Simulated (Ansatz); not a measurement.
**Ag+ with SO₂: superposition error and deformation**

Aim: split the binding of a pair into the counterpoise interaction, the basis-set superposition error and the cost of deforming the fragments.

Method: PBE0-D4 structures, single points in def2-TZVPPD; program: Ansatz 0.2.0, Gaussian basis.

Levels: PBE-D4, revPBE-D4, BLYP-D4, r2SCAN-D4, B97M-V, PBE0-D4, B3LYP-D4, HSE06-D4, wB97X-V, wB97M-V, B2PLYP, Hartree-Fock, MP2, CCSD, CCSD(T).

Cores are frozen in the correlated methods. Filled d shells of the heavier atoms are correlated. Core potentials replace the inner electrons past krypton, and spin-orbit coupling is left out. B3LYP uses VWN-RPA correlation. B2PLYP carries no dispersion term here.

129 further runs of the same task are left out: 129 set aside as unsound or not needed.

## (1) Where the work starts

The relaxed pair: 4 atoms, charge 1, spin multiplicity 1.

Atoms are counted from 1 here; the program's logs count them from 0.

Bond lengths: Ag1–O2 2.244 Å, O2–S3 1.459 Å, S3–O4 1.420 Å. Angles: Ag1–O2–S3 133.8°, O2–S3–O4 116.2°.

As a file:

```xyz
4

Ag   -0.3132   -0.4420   -2.1718
O    -0.5223   -0.7042    0.0468
S     0.0027    0.0141    1.2025
O     0.8329    1.1322    0.9224
```

Atoms 1 to 1 are fragment A (Ag+), the rest fragment B (SO₂). From earlier runs, pair energy (eV) and counterpoise interaction (meV):

| method | E(pair) | interaction |
| --- | --- | --- |
| PBE-D4 | -18915.72362 | -1220 |
| revPBE-D4 | -18922.67007 | -1123 |
| BLYP-D4 | -18923.02314 | -1251 |
| r2SCAN-D4 | -18922.52041 | -1226 |
| B97M-V | -18919.48577 | -1181 |
| PBE0-D4 | -18915.72002 | -1117 |
| B3LYP-D4 | -18925.74180 | -1178 |
| HSE06-D4 | -18915.33832 | -1114 |
| wB97X-V | -18920.06793 | -1073 |
| wB97M-V | -18920.81919 | -1083 |
| B2PLYP | -18915.87585 | -1046 |
| MP2 | -18898.30212 | -993 |
| CCSD(T) | -18898.76759 | -980 |

First each fragment is run alone in its own basis, frozen in the shape it has in the pair (a, b).

## (2) wB97X-V/def2-TZVPPD

a/in.yaml

```yaml
crystal:
  periodic: [false, false, false]
  atoms:
    - {symbol: Ag, position_ang: [-0.313187, -0.441967, -2.171765]}
basis:
  gaussian: {orbitals: "def2-TZVPPD.json"}
total_charge: 1
hamiltonian: {xc: {name: wB97X-V}}
```

b/in.yaml

```yaml
crystal:
  periodic: [false, false, false]
  atoms:
    - {symbol: O, position_ang: [-0.522335, -0.704233, 0.046815]}
    - {symbol: S, position_ang: [0.002662, 0.014128, 1.202542]}
    - {symbol: O, position_ang: [0.832860, 1.132171, 0.922408]}
basis:
  gaussian: {orbitals: "def2-TZVPPD.json"}
hamiltonian: {xc: {name: wB97X-V}}
```

The basis file named in the input lies beside it (Basis Set Exchange, JSON).

The same command starts each run, in its folder.

On the command line:

```
> ansatz run in.yaml --threads 4 --pin off --events-out ev --progress --plain --max-ram 9574MiB
```

a printed:

```text
Functional definition: wB97X-V
  name "wB97X-V"
  cite "Mardirossian & Head-Gordon, Phys. Chem. Chem. Phys. 16, 9904 (2014) doi:10.1039/C3CP54374A"
  cite "Becke, J. Chem. Phys. 107, 8554 (1997) doi:10.1063/1.475007"
  cite "Vydrov & Van Voorhis, J. Chem. Phys. 133, 244103 (2010) doi:10.1063/1.3521275"
  parameter omega = 0.3/bohr
  parameter cx = 0.167
  parameter cx1 = 0.603
  parameter cx2 = 1.194
  parameter css0 = 0.556
  parameter css1 = -0.257
  parameter cos0 = 1.219
  parameter cos1 = -1.850
  parameter b = 6.0
  parameter c = 0.01
  exchange = spin_sum(e_x_unif_sr(omega)*poly(b97_u_x, 1 - cx, cx1, cx2)) + cx*exact_x_sr(omega) + exact_x_lr(omega)
  correlation = spin_sum(e_c_pw_same_spin*poly(b97_u_same, css0, css1))
      + integral(e_c_pw_opposite_spin*poly(b97_u_opposite, cos0, cos1)) + vv10(b, c)
362 factors; their error is unknown
69 factors; integrals over basis functions are off by at most 2.3e-5 eV
mean field evaluation 1: about -3982.2798 eV, gradient 8.4e1 eV
mean field evaluation 2: about -3981.8097 eV, gradient 9.2e1 eV
mean field evaluation 4: about -3990.9912 eV, gradient 3.4e-1 eV
mean field evaluation 8: about -3991.0098 eV, gradient 1.8e-4 eV
mean field -3991.00975581 eV, -146.6669033224 hartree, gradient 1.9e-5 eV, S^2 0.000000; 0 other end points of the search recorded, 0 dependent functions left out
reference -3991.00975513 eV, -146.6669032973 hartree; 9, 9 occupied and 47, 47 virtual orbitals, 362 factors
Total energy: -3991.00975513 eV, -146.6669032973 hartree
```

Output in b (excerpt; [...] marks lines left out):

```text
[... 5 set-up lines as earlier in the session ...]
[...]
      + integral(e_c_pw_opposite_spin*poly(b97_u_opposite, cos0, cos1)) + vv10(b, c)
707 factors; their error is unknown
163 factors; integrals over basis functions are off by at most 3.1e-5 eV
[...]
mean field -14927.98112325 eV, -548.5931877306 hartree, gradient 1.6e-5 eV, S^2 0.000000; 0 other end points of the search recorded, 0 dependent functions left out
reference -14927.98112103 eV, -548.5931876489 hartree; 16, 16 occupied and 115, 115 virtual orbitals, 707 factors
Total energy: -14927.98112103 eV, -548.5931876489 hartree
```

They took 0.6 s (a), 1.6 s (b) on 4 threads of Arm Neoverse V1, shared host.

## (3) wB97M-V/def2-TZVPPD

Each input of step 2 (a, b) changes in the same lines:

```diff
-hamiltonian: {xc: {name: wB97X-V}}
+hamiltonian: {xc: {name: wB97M-V}}
```

The same command starts each run, in its folder.

On the command line:

```
> ansatz run in.yaml --threads 4 --pin off --events-out ev --progress --plain --max-ram 9574MiB
```

Log of a (excerpt; [...] marks lines left out):

```text
Functional definition: wB97M-V
  name "wB97M-V"
  cite "Mardirossian & Head-Gordon, J. Chem. Phys. 144, 214110 (2016) doi:10.1063/1.4952647"
[... 2 set-up lines as earlier in the session ...]
  # Of w^i u^j: cxij and so on, Table III.
[...]
  gx(w, u) = 1 - cx + cx01*u + cx10*w
  gss(w, u) = css00 + css04*u^4 + css10*w + css20*w^2 + css43*w^4*u^3
  gos(w, u) = cos00 + cos10*w + (cos20 + cos21*u)*w^2 + (cos60 + cos61*u)*w^6
[...]
      + integral(e_c_pw_mod_opposite_spin*gos(b97_w_opposite, b97_u_opposite)) + vv10(b, c)
357 factors; their error is unknown
69 factors; integrals over basis functions are off by at most 2.3e-5 eV
[...]
mean field -3990.02301799 eV, -146.6306413764 hartree, gradient 1.7e-5 eV, S^2 0.000000; 0 other end points of the search recorded, 0 dependent functions left out
reference -3990.02303441 eV, -146.6306419796 hartree; 9, 9 occupied and 47, 47 virtual orbitals, 357 factors
Total energy: -3990.02303441 eV, -146.6306419796 hartree
```

Log of b (excerpt; [...] marks lines left out):

```text
[... 5 set-up lines as earlier in the session ...]
  # Of w^i u^j: cxij and so on, Table III.
[...]
  gx(w, u) = 1 - cx + cx01*u + cx10*w
  gss(w, u) = css00 + css04*u^4 + css10*w + css20*w^2 + css43*w^4*u^3
  gos(w, u) = cos00 + cos10*w + (cos20 + cos21*u)*w^2 + (cos60 + cos61*u)*w^6
[...]
      + integral(e_c_pw_mod_opposite_spin*gos(b97_w_opposite, b97_u_opposite)) + vv10(b, c)
686 factors; their error is unknown
163 factors; integrals over basis functions are off by at most 3.1e-5 eV
[...]
mean field -14929.70932764 eV, -548.6566980704 hartree, gradient 6.6e-5 eV, S^2 0.000000; 0 other end points of the search recorded, 0 dependent functions left out
reference -14929.70938411 eV, -548.6567001455 hartree; 16, 16 occupied and 115, 115 virtual orbitals, 686 factors
Total energy: -14929.70938411 eV, -548.6567001455 hartree
```

Wall times: 0.75 s (a), 1.8 s (b) on 4 threads of Arm Neoverse V1, shared host.

## (4) B2PLYP/def2-TZVPPD

The same edit goes into each in.yaml of step 3 (a, b):

```diff
-hamiltonian: {xc: {name: wB97M-V}}
+hamiltonian: {xc: {name: B2PLYP}}
```

The same command starts each run, in its folder.

On the command line:

```
> ansatz run in.yaml --threads 4 --pin off --events-out ev --progress --plain --max-ram 9574MiB
```

Output in a:

```text
Functional definition: B2PLYP
  name "B2PLYP"
  cite "Grimme, J. Chem. Phys. 124, 034108 (2006) doi:10.1063/1.2148954"
  cite "Becke, Phys. Rev. A 38, 3098 (1988) doi:10.1103/PhysRevA.38.3098"
  cite "Lee, Yang & Parr, Phys. Rev. B 37, 785 (1988) doi:10.1103/PhysRevB.37.785"
  parameter a = 0.53
  parameter c = 0.27
  exchange = (1 - a)*b88_x + a*exact_x
  correlation = (1 - c)*lyp_c + c*(mp2_os + mp2_ss)
395 factors; integrals over basis functions are off by at most 2.0e-4 eV
mean field evaluation 1: about -3975.9144 eV, gradient 8.2e1 eV
mean field evaluation 2: about -3975.9140 eV, gradient 8.2e1 eV
mean field evaluation 4: about -3984.2346 eV, gradient 8.3e-1 eV
mean field evaluation 8: about -3984.2332 eV, gradient 1.1e-2 eV
mean field -3984.23320043 eV, -146.4178695057 hartree, gradient 5.3e-6 eV, S^2 0.000000; 0 other end points of the search recorded, 0 dependent functions left out
reference -3984.23326793 eV, -146.4178719862 hartree; 9, 9 occupied and 47, 47 virtual orbitals, 395 factors
second order -18.96427897 eV of doubles, -0.00000000 eV of singles
Total energy: -3989.35362325 eV, -146.6060415735 hartree
```

Log of b (excerpt; [...] marks lines left out):

```text
[... 5 set-up lines as earlier in the session ...]
[...]
804 factors; integrals over basis functions are off by at most 1.1e-3 eV
[...]
mean field -14919.40034291 eV, -548.2778498693 hartree, gradient 1.7e-6 eV, S^2 0.000000; 0 other end points of the search recorded, 0 dependent functions left out
7 core orbitals not correlated: weight in the atoms' cores, before any rotation towards them, 1.000 or more for the frozen orbitals, at most 0.000 for the correlated occupied ones
reference -14919.40048212 eV, -548.2778549850 hartree; 9, 9 occupied and 115, 115 virtual orbitals, 804 factors
second order -22.40750583 eV of doubles, -0.00000000 eV of singles
Total energy: -14925.45050869 eV, -548.5001893607 hartree
```

They took 0.45 s (a), 1.2 s (b) on 4 threads of Arm Neoverse V1, shared host.

## (5) B97M-V/def2-TZVPPD

Each input of step 4 (a, b) changes in the same lines:

```diff
-hamiltonian: {xc: {name: B2PLYP}}
+hamiltonian: {xc: {name: B97M-V}}
```

Each run has its own folder and the same command.

On the command line:

```
> ansatz run in.yaml --threads 4 --pin off --events-out ev --progress --plain --max-ram 9574MiB
```

a printed (excerpt; [...] marks lines left out):

```text
Functional definition: B97M-V
  name "B97M-V"
  cite "Mardirossian & Head-Gordon, J. Chem. Phys. 142, 074111 (2015) doi:10.1063/1.4907719"
[... 2 set-up lines as earlier in the session ...]
  # Of w^i u^j: cxij and so on, Table III.
[...]
  gx(w, u) = cx00 + cx01*u + cx02*u^2 + (cx10 + cx11*u)*w
  gss(w, u) = css00 + css02*u^2 + css10*w + (css32*w^3 + css42*w^4)*u^2
  gos(w, u) = cos00 + cos01*u + cos03*u^3 + cos10*w + cos32*w^3*u^2
[...]
      + integral(e_c_pw_mod_opposite_spin*gos(b97_w_opposite, b97_u_opposite)) + vv10(b, c)
344 factors; their error is unknown
[...]
mean field -3991.21138221 eV, -146.6743129561 hartree, gradient 4.7e-6 eV, S^2 0.000000; 0 other end points of the search recorded, 0 dependent functions left out
reference -3991.21140216 eV, -146.6743136891 hartree; 9, 9 occupied and 47, 47 virtual orbitals, 344 factors
Total energy: -3991.21140216 eV, -146.6743136891 hartree
```

b printed (excerpt; [...] marks lines left out):

```text
[... 5 set-up lines as earlier in the session ...]
  # Of w^i u^j: cxij and so on, Table III.
[...]
  gx(w, u) = cx00 + cx01*u + cx02*u^2 + (cx10 + cx11*u)*w
  gss(w, u) = css00 + css02*u^2 + css10*w + (css32*w^3 + css42*w^4)*u^2
  gos(w, u) = cos00 + cos01*u + cos03*u^3 + cos10*w + cos32*w^3*u^2
[...]
      + integral(e_c_pw_mod_opposite_spin*gos(b97_w_opposite, b97_u_opposite)) + vv10(b, c)
686 factors; their error is unknown
[...]
mean field -14927.09020014 eV, -548.5604469101 hartree, gradient 6.0e-5 eV, S^2 0.000000; 0 other end points of the search recorded, 0 dependent functions left out
reference -14927.09026498 eV, -548.5604492929 hartree; 16, 16 occupied and 115, 115 virtual orbitals, 686 factors
Total energy: -14927.09026498 eV, -548.5604492929 hartree
```

Wall times: 0.65 s (a), 1.9 s (b) on 4 threads of Arm Neoverse V1, shared host.

## (6) CCSD(T)/def2-TZVPPD

Each input of step 5 (a, b) changes in the same lines:

```diff
-hamiltonian: {xc: {name: B97M-V}}
+correlation: {method: ccsd_t}
```

The same command starts each run, in its folder.

On the command line:

```
> ansatz run in.yaml --threads 4 --pin off --events-out ev --progress --plain --max-ram 9574MiB
```

a printed (excerpt; [...] marks lines left out):

```text
Functional definition: HF
  name "HF"
  cite "Fock, Z. Phys. 61, 126 (1930) doi:10.1007/BF01340294"
  parent pbe
[...]
395 factors; integrals over basis functions are off by at most 2.0e-4 eV
[...]
mean field -3969.68647865 eV, -145.8832873401 hartree, gradient 2.5e-7 eV, S^2 0.000000; 0 other end points of the search recorded, 0 dependent functions left out
reference -3969.68647865 eV, -145.8832873401 hartree; 9, 9 occupied and 47, 47 virtual orbitals, 395 factors
second order -16.71325402 eV of doubles, -0.00000000 eV of singles
cycle   1  -15.76527849 eV  change    9.5e-1 eV  update   5.8e-2
[...]
cycle   6  -16.05026477 eV  change   -5.7e-6 eV  update   2.0e-5
perturbative correction -0.39627892 eV, -0.0145629815 hartree
Total energy: -3986.13302233 eV, -146.4876866726 hartree
```

Log of b (excerpt; [...] marks lines left out):

```text
[... 4 set-up lines as earlier in the session ...]
[...]
804 factors; integrals over basis functions are off by at most 1.1e-3 eV
[...]
mean field -14892.86523553 eV, -547.3027026593 hartree, gradient 2.9e-6 eV, S^2 0.000000; 0 other end points of the search recorded, 0 dependent functions left out; unrestricted orbitals would lower it
7 core orbitals not correlated: weight in the atoms' cores, before any rotation towards them, 1.000 or more for the frozen orbitals, at most 0.000 for the correlated occupied ones
reference -14892.86523553 eV, -547.3027026593 hartree; 9, 9 occupied and 115, 115 virtual orbitals, 804 factors
second order -17.97630768 eV of doubles, -0.00000000 eV of singles
cycle   1  -16.99411794 eV  change    9.8e-1 eV  update   1.4e-1
[...]
cycle  10  -17.77724417 eV  change    3.5e-6 eV  update   2.2e-5
perturbative correction -0.93972867 eV, -0.0345343916 hartree
Total energy: -14911.58220837 eV, -547.9905387243 hartree
```

They took 0.35 s (a), 2.4 s (b) on 4 threads of Arm Neoverse V1, shared host; peak memory 0.51 GiB.

## (7) Relaxing SO₂ alone

relax-b/in.yaml

```yaml
crystal:
  periodic: [false, false, false]
  atoms:
    - {symbol: O, position_ang: [-0.522335, -0.704233, 0.046815]}
    - {symbol: S, position_ang: [0.002662, 0.014128, 1.202542]}
    - {symbol: O, position_ang: [0.832860, 1.132171, 0.922408]}
basis:
  gaussian: {orbitals: def2-TZVP}
hamiltonian: {xc: pbe0, dispersion: d4}
relax: {f_tol: 0.005, max_steps: 200}
```

On the command line:

```
> ansatz run in.yaml --threads 4 --pin off --events-out ev --progress --plain --max-ram 9574MiB
```

The program printed (excerpt; [...] marks lines left out):

```text
Functional definition: PBE0
  name "PBE0"
  cite "Adamo & Barone, J. Chem. Phys. 110, 6158 (1999) doi:10.1063/1.478522"
  cite "Perdew, Burke & Ernzerhof, Phys. Rev. Lett. 77, 3865 (1996) doi:10.1103/PhysRevLett.77.3865"
[... 1 set-up line as earlier in the session ...]
[...]
573 factors; their error is unknown
[...]
mean field -14922.98610249 eV, -548.4096241034 hartree, gradient 1.1e-5 eV, S^2 0.000000; 0 other end points of the search recorded, 0 dependent functions left out
[...]
reference -14922.98611828 eV, -548.4096246835 hartree; 16, 16 occupied and 83, 83 virtual orbitals, 573 factors
relax step   1: F+E_penalty+E_count = -14923.02190529 eV  Δ(F+E_penalty+E_count) = +0.000e0 eV  max|allowed force component| = 1.669e0 eV/Å  Δτ_max = 0.0000 Å  (27 SCF iters, accepted)
[...]
relax step   4: F+E_penalty+E_count = -14923.06064996 eV  Δ(F+E_penalty+E_count) = -1.741e-5 eV  max|allowed force component| = 6.208e-3 eV/Å  Δτ_max = 0.0010 Å  (32 SCF iters, accepted)
[...]
relax step   5: F+E_penalty+E_count = -14923.06065150 eV  Δ(F+E_penalty+E_count) = -1.539e-6 eV  max|allowed force component| = 5.812e-5 eV/Å  Δτ_max = 0.0002 Å  (20 SCF iters, accepted)
573 factors; their error is unknown
mean field -14923.02485059 eV, -548.4110480698 hartree, gradient 3.0e-5 eV, S^2 0.000000; 1 other end points of the search recorded, 0 dependent functions left out
[...]
reference -14923.02486640 eV, -548.4110486506 hartree; 16, 16 occupied and 83, 83 virtual orbitals, 573 factors
Total energy: -14923.06066730 eV, -548.4123643094 hartree
Atom 0 at    -0.527526    -0.711132     0.059416 Å, force    -0.000007    -0.000010     0.000035 eV/Å
Atom 1 at    -0.000024     0.010288     1.177322 Å, force    -0.000036    -0.000048    -0.000054 eV/Å
Atom 2 at     0.840737     1.142910     0.935026 Å, force     0.000043     0.000058     0.000019 eV/Å
Dipole moment:    -0.075810    -0.099512     0.329175 e Å
```

Wall time 2.8 s (4 threads of Arm Neoverse V1, shared host).

Step by step:

| step | energy from step 1 (eV) | largest force component (eV/Å) |
| --- | --- | --- |
| 1 | 0.0000 | 1.6692 |
| 2 | -0.0242 | 1.0603 |
| 3 | -0.0387 | 0.0262 |
| 4 | -0.0387 | 0.0062 |
| 5 | -0.0387 | 0.0001 |

Distances of close pairs at the start and the end, largest changes first:

| bond | before (Å) | after (Å) | change (Å) |
| --- | --- | --- | --- |
| O1–S2 | 1.459 | 1.431 | -0.027 |
| S2–O3 | 1.420 | 1.431 | +0.011 |

## (8) PBE-D4/def2-TZVPPD

free-b/in.yaml

```yaml
crystal:
  periodic: [false, false, false]
  atoms:
    - {symbol: O, position_ang: [-0.527526, -0.711132, 0.059416]}
    - {symbol: S, position_ang: [-0.000024, 0.010288, 1.177322]}
    - {symbol: O, position_ang: [0.840737, 1.142910, 0.935026]}
basis:
  gaussian: {orbitals: "def2-TZVPPD.json"}
hamiltonian: {xc: pbe, dispersion: d4}
```

On the command line:

```
> ansatz run in.yaml --threads 4 --pin off --events-out ev --progress --plain --max-ram 9574MiB
```

The program printed:

```text
Functional definition: PBE
  name "PBE"
[... 2 set-up lines as earlier in the session ...]
  parameter kappa = 0.804
  parameter beta = 0.06672455060314922
  exchange = pbe_x(kappa = kappa, mu = beta*pi^2/3)
  correlation = pbe_c(beta = beta)
686 factors; their error is unknown
mean field evaluation 1: about -14912.6258 eV, gradient 8.0e1 eV
mean field evaluation 2: about -14850.3055 eV, gradient 2.0e2 eV
mean field evaluation 4: about -14922.7802 eV, gradient 6.1e0 eV
mean field evaluation 8: about -14922.8466 eV, gradient 7.5e-2 eV
mean field -14922.84657278 eV, -548.4044964808 hartree, gradient 3.2e-5 eV, S^2 0.000000; 0 other end points of the search recorded, 0 dependent functions left out
reference -14922.84661810 eV, -548.4044981463 hartree; 16, 16 occupied and 115, 115 virtual orbitals, 686 factors
Total energy: -14922.89036596 eV, -548.4061058505 hartree
```

It took 0.55 s on 4 threads of Arm Neoverse V1, shared host.

## (9) r2SCAN-D4/def2-TZVPPD

free-b/in.yaml: that of step 8 with these lines changed.

```diff
@@ -8,2 +8,2 @@
   gaussian: {orbitals: "def2-TZVPPD.json"}
-hamiltonian: {xc: pbe, dispersion: d4}
+hamiltonian: {xc: r2scan, dispersion: d4}
```

On the command line:

```
> ansatz run in.yaml --threads 4 --pin off --events-out ev --progress --plain --max-ram 9574MiB
```

The program printed:

```text
Functional definition: r2SCAN
  name "r2SCAN"
  cite "Furness, Kaplan, Ning, Perdew & Sun, J. Phys. Chem. Lett. 11, 8208 (2020) doi:10.1021/acs.jpclett.0c02405"
  cite "Furness, Kaplan, Ning, Perdew & Sun, J. Phys. Chem. Lett. 11, 9248 (2020) doi:10.1021/acs.jpclett.0c03077"
  parent r2scan
  parameter k0 = 0.174
  parameter k1 = 0.065
  parameter a1 = 4.9479
  exchange = r2scan_x(k0 = k0, k1 = k1, a1 = a1)
  correlation = r2scan_c
686 factors; their error is unknown
mean field evaluation 1: about -14919.7985 eV, gradient 7.4e1 eV
mean field evaluation 2: about -14877.7441 eV, gradient 1.7e2 eV
mean field evaluation 4: about -14928.6328 eV, gradient 4.2e0 eV
mean field evaluation 8: about -14928.6642 eV, gradient 1.8e-2 eV
mean field evaluation 16: about -14928.6546 eV, gradient 7.5e-5 eV
mean field -14928.65461945 eV, -548.6179382592 hartree, gradient 7.5e-5 eV, S^2 0.000000; 0 other end points of the search recorded, 0 dependent functions left out
reference -14928.65463552 eV, -548.6179388498 hartree; 16, 16 occupied and 115, 115 virtual orbitals, 686 factors
Total energy: -14928.66410134 eV, -548.6182867123 hartree
```

It took 1.1 s on 4 threads of Arm Neoverse V1, shared host.

## (10) PBE0-D4/def2-TZVPPD

free-b/in.yaml: that of step 9 with these lines changed.

```diff
@@ -8,2 +8,3 @@
   gaussian: {orbitals: "def2-TZVPPD.json"}
-hamiltonian: {xc: r2scan, dispersion: d4}
+hamiltonian: {xc: pbe0, dispersion: d4}
+output: {orbitals: {seedname: orbitals}}
```

On the command line:

```
> ansatz run in.yaml --threads 4 --pin off --events-out ev --progress --plain --max-ram 9574MiB
```

The program printed (excerpt; [...] marks lines left out):

```text
[... 5 set-up lines as earlier in the session ...]
  parameter a = 0.25
[... 2 set-up lines as earlier in the session ...]
  exchange = (1 - a)*pbe_x(kappa = kappa, mu = beta*pi^2/3) + a*exact_x
[... 1 set-up line as earlier in the session ...]
724 factors; their error is unknown
mean field evaluation 1: about -14915.9381 eV, gradient 6.7e1 eV
mean field evaluation 2: about -14894.6476 eV, gradient 1.3e2 eV
mean field evaluation 4: about -14923.0651 eV, gradient 1.9e0 eV
mean field evaluation 8: about -14923.1168 eV, gradient 2.0e-2 eV
mean field -14923.11679126 eV, -548.4144268270 hartree, gradient 4.5e-5 eV, S^2 0.000000; 0 other end points of the search recorded, 0 dependent functions left out
reference -14923.11682535 eV, -548.4144280798 hartree; 16, 16 occupied and 115, 115 virtual orbitals, 724 factors
Total energy: -14923.15262625 eV, -548.4157437386 hartree
```

Wall time 0.65 s (4 threads of Arm Neoverse V1, shared host).

## (11) B3LYP-D4/def2-TZVPPD

free-b/in.yaml: that of step 10 with these lines changed.

```diff
@@ -8,3 +8,2 @@
   gaussian: {orbitals: "def2-TZVPPD.json"}
-hamiltonian: {xc: pbe0, dispersion: d4}
-output: {orbitals: {seedname: orbitals}}
+hamiltonian: {xc: {name: B3LYP}, dispersion: d4}
```

On the command line:

```
> ansatz run in.yaml --threads 4 --pin off --events-out ev --progress --plain --max-ram 9574MiB
```

The program printed (excerpt; [...] marks lines left out):

```text
Functional definition: B3LYP
  name "B3LYP"
  cite "Stephens, Devlin, Chabalowski & Frisch, J. Phys. Chem. 98, 11623 (1994) doi:10.1021/j100096a001"
[... 2 set-up lines as earlier in the session ...]
  cite "Vosko, Wilk & Nusair, Can. J. Phys. 58, 1200 (1980) doi:10.1139/p80-159"
[...]
712 factors; their error is unknown
[...]
mean field -14931.59128740 eV, -548.7258588160 hartree, gradient 3.2e-5 eV, S^2 0.000000; 0 other end points of the search recorded, 0 dependent functions left out
reference -14931.59150954 eV, -548.7258669793 hartree; 16, 16 occupied and 115, 115 virtual orbitals, 712 factors
Total energy: -14931.66333410 eV, -548.7285064831 hartree
```

Wall time 0.75 s (4 threads of Arm Neoverse V1, shared host).

(Part 1 of 2 ends here.)
